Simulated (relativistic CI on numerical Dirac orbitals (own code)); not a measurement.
# K V (K⁴⁺): levels and lines

What are the lowest levels and the strongest lines of K⁴⁺? One CI run answers it; runs with one setting changed show what the result hangs on.

Method: Dirac-Coulomb-Breit CI, KLI orbitals optimised for each configuration, model QED (radiative potential, 1s self-energy scaled to tabulated hydrogen-like ionisation energies), valence Slater integrals scaled by 0.85, P86 correlation energy added to each configuration. Code: relativistic CI on numerical Dirac orbitals (own code) version 4.

**1. The system**

- ion: K⁴⁺ (K V)
- nuclear charge: 19
- electrons: 15
- isotope: A = 39
- first configuration typed: [Ne] 3s2 3p3

The outer shells:

first configuration typed
```
[Ne] core
3s [↑↓]
3p [↑ ][↑ ][↑ ]
```

**2. CI with the chosen configurations**

The run's settings:

```ini
atom K  Z=19  charge=4  electrons=15
nucleus A=39  rms_radius_fm=3.4349
hamiltonian dirac-coulomb  breit=on  qed=on  c_scale=1
orbitals kli  potential=per-configuration
slater_scale 0.85
correlation p86
mixing on
configurations
  [Ne] 3s2 3p3
  [Ne] 3s 3p4
  [Ne] 3s2 3p2 3d
  [Ne] 3p5
  [Ne] 3s 3p3 3d
  [Ne] 3s2 3p2 4s
  [Ne] 3s2 3p2 4p
  [Ne] 3p4 3d
  [Ne] 3s2 3p2 4d
  [Ne] 3s 3p2 3d2
  [Ne] 3s2 3p2 4f
  [Ne] 3s2 3p2 5s
  [Ne] 3s2 3p2 5p
  [Ne] 3s 3p3 4s
  [Ne] 3s2 3p 3d2
  [Ne] 3s2 3d3
  [Ne] 3s 3p 3d3
  [Ne] 3s2 3d2 4s
  [Ne] 3s2 3d2 4p
  [Ne] 3s2 3d2 4d
  [Ne] 3p3 3d2
  [Ne] 3p2 3d3
  [Ne] 3p2 3d2 4s
  [Ne] 3p2 3d2 4p
  [Ne] 3p2 3d2 4d
end
```

The run is started by

```console
$ python run_levels.py task.json out
```

One command runs all members of the session, one after another, from task.json.

**4. No correlation estimate**

The settings differ from step 2 so:

```diff
@@ -5,3 +5,3 @@
 slater_scale 0.85
-correlation p86
+correlation none
 mixing on
```

**5. Correlation estimate lda-sx**

The settings differ from step 4 so:

```diff
@@ -5,3 +5,3 @@
 slater_scale 0.85
-correlation none
+correlation lda-sx
 mixing on
```

**6. Without the Breit term**

The settings differ from step 5 so:

```diff
@@ -2,6 +2,6 @@
 nucleus A=39  rms_radius_fm=3.4349
-hamiltonian dirac-coulomb  breit=on  qed=on  c_scale=1
+hamiltonian dirac-coulomb  breit=off  qed=on  c_scale=1
 orbitals kli  potential=per-configuration
 slater_scale 0.85
-correlation lda-sx
+correlation p86
 mixing on
```

**7. The first configuration alone**

The run's settings:

```ini
atom K  Z=19  charge=4  electrons=15
nucleus A=39  rms_radius_fm=3.4349
hamiltonian dirac-coulomb  breit=on  qed=on  c_scale=1
orbitals kli  potential=per-configuration
slater_scale 0.85
correlation p86
mixing on
configurations
  [Ne] 3s2 3p3
end
```

(Steps that only read results are left out.)

Q: Predict the outcome of this session. Wanted: lowest level; first excitation; lowest level of the other parity; fastest E1 line; ionisation energy; mean error of paired levels.

**Answer**, as computed:

| run | time | mean size of shift, levels followed (cm⁻¹) | lowest level | ionisation energy (eV) | mean error to measured (cm⁻¹) |
| --- | --- | --- | --- | --- | --- |
| main run | 1.7 s | 0 | 3p3 4S°3/2 | 82.009 | 7909 |
| no correlation estimate | 1.7 s | 485 | 3p3 4S°3/2 | 80.747 | 6071 |
| correlation estimate lda-sx | 1.7 s | 149 | 3p3 4S°3/2 | 82.441 | 8381 |
| without the Breit term | 1.5 s | 50.2 | 3p3 4S°3/2 | 82.015 | 7973 |
| the first configuration alone | 0.032 s | 2210 | 3p3 4S°3/2 | - | - |

The semi-empirical ionisation energy (NIST) is 82.66 eV.

| quantity | value |
| --- | --- |
| lowest level | 3p3 4S°3/2 |
| first excitation | 3p3 2D°3/2, 23487 cm⁻¹ |
| lowest level of the other parity | 3s 3p4 4P5/2, 140950 cm⁻¹ |
| levels in the model | 3032 |
| fastest E1 line (by rate) to the lowest level among the lowest 200 of 3032 levels | 38.19 nm, from 3p2 3d 4P5/2 |
| ionisation energy | 82.009 eV |
| ionisation energy, semi-empirical (NIST) | 82.66 eV |
| mean error of paired levels | 7909 cm⁻¹ over 28 |

In words: The lowest level is 3p3 4S°3/2, 97 % pure in LS and 53 % in jj coupling; over the low levels the means are 89 and 59 %, so LS coupling describes them better. The ionisation energy from the two ground configurations alone is 0.79 % below the semi-empirical value. The largest mover is «the first configuration alone» (2210 cm⁻¹ on average). The run «no correlation estimate» comes nearer the measured levels than the main run (6071 against 7909 cm⁻¹). The scale of 0.85 was itself chosen against such measured levels. Lifetimes count radiative decay inside the model alone.
